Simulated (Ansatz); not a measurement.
# CH₇BSSi: up Jacob's ladder to CCSD(T)

How much do the methods differ for CH₇BSSi? The plan is to run it at one geometry with functionals of several rungs and with coupled cluster, and see how far each lands from CCSD(T) at the basis-set limit for the atomisation energy.

Method: functionals in def2-TZVPP, the program's frozen cores in correlated methods; program: Ansatz 0.2.0, Gaussian basis.

Levels to be run: LDA (SPW92), PBE-D4, revPBE-D4, BLYP-D4, r2SCAN-D4, B97M-V, PBE0-D4, B3LYP-D4, r2SCANh-D4, r2SCAN0-D4, HSE06-D4, BHLYP-D4, CAM-B3LYP-D4, LC-ωPBE, ωB97X-V, ωB97M-V, B2PLYP, PBE-QIDH; CCSD(T)/def2-SVP; CCSD(T)/def2-TZVPP; MP2/def2-QZVPP; extrapolation to the limit; RPA on PBE.

## (1) The relaxed structure

All runs share one geometry, relaxed beforehand with PBE0-D4 in a triple-zeta def2 set.

11 atoms, charge 0, spin multiplicity 1.

Atoms are counted from 1 here; the program's logs count them from 0.

Bond lengths: B1–C2 1.555 Å, B1–S3 2.074 Å, B1–H5 1.200 Å, B1–H6 1.195 Å, C2–S3 1.857 Å, C2–H7 1.087 Å, C2–H8 1.086 Å, S3–Si4 2.160 Å, Si4–H9 1.481 Å, Si4–H10 1.485 Å, Si4–H11 1.481 Å. Angles: C2–B1–S3 59.5°, C2–B1–H5 118.9°, C2–B1–H6 119.8°, S3–B1–H5 109.0°, S3–B1–H6 108.3°, H5–B1–H6 120.4°, B1–C2–S3 74.3°, B1–C2–H7 120.5°, B1–C2–H8 122.3°, S3–C2–H7 106.9°, S3–C2–H8 111.1°, H7–C2–H8 112.5°, B1–S3–C2 46.2°, B1–S3–Si4 95.3°, C2–S3–Si4 100.7°, S3–Si4–H9 107.9°, S3–Si4–H10 108.3°, S3–Si4–H11 108.7° and more.

Coordinates:

| atom | x (Å) | y (Å) | z (Å) |
| --- | --- | --- | --- |
| B1 | -0.4177 | 1.4060 | 0.3360 |
| C2 | -1.2507 | 0.1626 | 0.7583 |
| S3 | 0.5160 | -0.2612 | 1.1421 |
| Si4 | 1.1570 | -1.0688 | -0.7560 |
| H5 | -0.0894 | 1.5215 | -0.8129 |
| H6 | -0.2837 | 2.3174 | 1.0977 |
| H7 | -1.7897 | 0.1542 | 1.7020 |
| H8 | -1.6695 | -0.5294 | 0.0339 |
| H9 | 0.0083 | -1.0047 | -1.6881 |
| H10 | 1.5766 | -2.4779 | -0.5466 |
| H11 | 2.3081 | -0.2769 | -1.2457 |

## (2) LDA

This LDA is Slater exchange with PW92 correlation.

File in.yaml:

```yaml
crystal:
  periodic: [false, false, false]
  atoms:
    - {symbol: B, position_ang: [-0.417733, 1.406048, 0.335959]}
    - {symbol: C, position_ang: [-1.250654, 0.162644, 0.758308]}
    - {symbol: S, position_ang: [0.516006, -0.261215, 1.142091]}
    - {symbol: Si, position_ang: [1.156983, -1.068846, -0.756020]}
    - {symbol: H, position_ang: [-0.089378, 1.521544, -0.812893]}
    - {symbol: H, position_ang: [-0.283659, 2.317434, 1.097653]}
    - {symbol: H, position_ang: [-1.789729, 0.154156, 1.701971]}
    - {symbol: H, position_ang: [-1.669471, -0.529356, 0.033899]}
    - {symbol: H, position_ang: [0.008348, -1.004671, -1.688096]}
    - {symbol: H, position_ang: [1.576563, -2.477881, -0.546615]}
    - {symbol: H, position_ang: [2.308126, -0.276858, -1.245656]}
basis:
  gaussian: {orbitals: def2-TZVPP}
hamiltonian: {xc: lda}
output: {orbitals: {seedname: orbitals}}
```

Command:

```bash
$ ansatz run in.yaml --threads 2 --pin off --events-out ev --progress --plain --max-ram 4352MiB
```

After this run come: PBE-D4 (GGA); revPBE-D4 (GGA); BLYP-D4 (GGA); r2SCAN-D4 (meta-GGA); B97M-V (meta-GGA); PBE0-D4 (hybrid); B3LYP-D4 (hybrid); r2SCANh-D4 (hybrid); r2SCAN0-D4 (hybrid); HSE06-D4 (hybrid); BHLYP-D4 (hybrid); CAM-B3LYP-D4 (range-separated); LC-ωPBE (range-separated); ωB97X-V (range-separated); ωB97M-V (range-separated); B2PLYP (double hybrid); PBE-QIDH (double hybrid); CCSD(T) in def2-SVP; CCSD(T) in def2-TZVPP; MP2 in def2-QZVPP; RPA on PBE orbitals.

Before running them: what should the planned runs give, taken together? Wanted: atomisation energy, CCSD(T)/CBS; farthest beyond LDA; mean size of error, GGA; mean size of error, meta-GGA; mean size of error, hybrid; mean size of error, range-separated; mean size of error, double hybrid; gap, smallest and largest; T1 diagnostic.

**Answer**, as computed:

| quantity | value |
| --- | --- |
| atomisation energy, CCSD(T)/CBS | 874.8 kcal/mol |
| functionals within 4.4 kcal/mol (0.5 %) | PBE0-D4, B3LYP-D4, r2SCANh-D4, r2SCAN0-D4, HSE06-D4, CAM-B3LYP-D4, PBE-QIDH |
| farthest beyond LDA | BHLYP-D4 (-13.1 kcal/mol) |
| mean size of error, GGA | 7.0 kcal/mol |
| mean size of error, meta-GGA | 7.4 kcal/mol |
| mean size of error, hybrid | 4.1 kcal/mol |
| mean size of error, range-separated | 5.2 kcal/mol |
| mean size of error, double hybrid | 5.8 kcal/mol |
| gap, smallest and largest | 5.33 eV (LDA (SPW92)), 12.39 eV (LC-ωPBE) |
| T1 diagnostic | 0.0119 |
| triples share of the correlation energy | 4.2 % |

The LDA atomisation energy is off by 110.7 kcal/mol (13 %): it overbinds. PBE-D4 is off by +9.3 kcal/mol. Double hybrids carry the basis error of their MP2 part in triple zeta, and no dispersion term here, so their miss is partly the set-up's. Taken by rung, hybrid functionals do best (4.1 kcal/mol on average) and meta-GGA ones worst beyond LDA (7.4 kcal/mol). The gap between the best rungs is small, so their order is not settled. The reference freezes the cores and leaves out relativity and excitations past (T), so misses under about 4.4 kcal/mol can't be ranked. Hartree-Fock recovers 76 % of the binding; the rest is correlation. CCSD(T) in def2-SVP is off by -49.7 kcal/mol, more than most functionals: a good method in a small basis is no reference. Orbital gaps span 5.3 to 12.4 eV; exact exchange widens them.
